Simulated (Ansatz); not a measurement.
**CH₆SeSi: small, medium and large basis sets**

How large a basis does CH₆SeSi need? Two functionals are run in growing sets.

Computed with Ansatz 0.2.0, Gaussian basis. Level: one geometry, several basis sets.

Levels to be run: PBE0-D4/def2-SVP; ωB97M-V/def2-SVP; PBE0-D4/def2-QZVPP; ωB97M-V/def2-QZVPP; the functionals' def2-TZVPP values are taken from earlier runs.

## (1) The geometry

All runs share one geometry, relaxed beforehand with PBE0-D4 in a triple-zeta def2 set.

9 atoms, charge 0, spin multiplicity 1.

Atoms are counted from 1 here; the program's logs count them from 0.

Bond lengths: C1–Se2 1.958 Å, C1–H4 1.088 Å, C1–H5 1.089 Å, C1–H6 1.088 Å, Se2–Si3 2.266 Å, Si3–H7 1.484 Å, Si3–H8 1.487 Å, Si3–H9 1.487 Å. Angles: Se2–C1–H4 110.3°, Se2–C1–H5 106.4°, Se2–C1–H6 110.3°, H4–C1–H5 109.6°, H4–C1–H6 110.7°, H5–C1–H6 109.5°, C1–Se2–Si3 96.6°, Se2–Si3–H7 106.4°, Se2–Si3–H8 111.1°, Se2–Si3–H9 111.1°, H7–Si3–H8 110.0°, H7–Si3–H9 110.0°, H8–Si3–H9 108.1°.

## (2) PBE0-D4 in def2-SVP

Input file in.yaml:

```yaml
crystal:
  periodic: [false, false, false]
  atoms:
    - {symbol: C, position_ang: [-0.668146, 0.984165, -1.065864]}
    - {symbol: Se, position_ang: [1.178302, 0.439358, -0.707355]}
    - {symbol: Si, position_ang: [0.707745, -0.956912, 1.014581]}
    - {symbol: H, position_ang: [-1.267595, 0.121636, -1.350357]}
    - {symbol: H, position_ang: [-0.625231, 1.687630, -1.895418]}
    - {symbol: H, position_ang: [-1.092932, 1.476150, -0.193065]}
    - {symbol: H, position_ang: [2.004902, -1.515503, 1.468882]}
    - {symbol: H, position_ang: [-0.196597, -2.055324, 0.581116]}
    - {symbol: H, position_ang: [0.048052, -0.227500, 2.130380]}
basis:
  gaussian: {orbitals: def2-SVP}
hamiltonian: {xc: pbe0, dispersion: d4}
output: {orbitals: {seedname: orbitals}}
```

After this run come: ωB97M-V in def2-SVP; PBE0-D4 in def2-QZVPP; ωB97M-V in def2-QZVPP.

Before running them: what should the planned runs give, taken together? Wanted: PBE0-D4: double and triple zeta above quadruple; ωB97M-V: double and triple zeta above quadruple.

As calculated:

| quantity | value |
| --- | --- |
| PBE0-D4: double and triple zeta above quadruple | 13.78, 1.71 eV |
| ωB97M-V: double and triple zeta above quadruple | 13.83, 1.65 eV |

**Reading.** For PBE0-D4 the step from double to triple zeta gains 12.07 eV and the next only 1.71 eV. Total energies overstate the basis error of differences, where much of it tends to cancel. The LUMO of ωB97M-V is positive and keeps falling with the basis (2.14 to 1.30 eV): an unbound level that the basis holds in place.
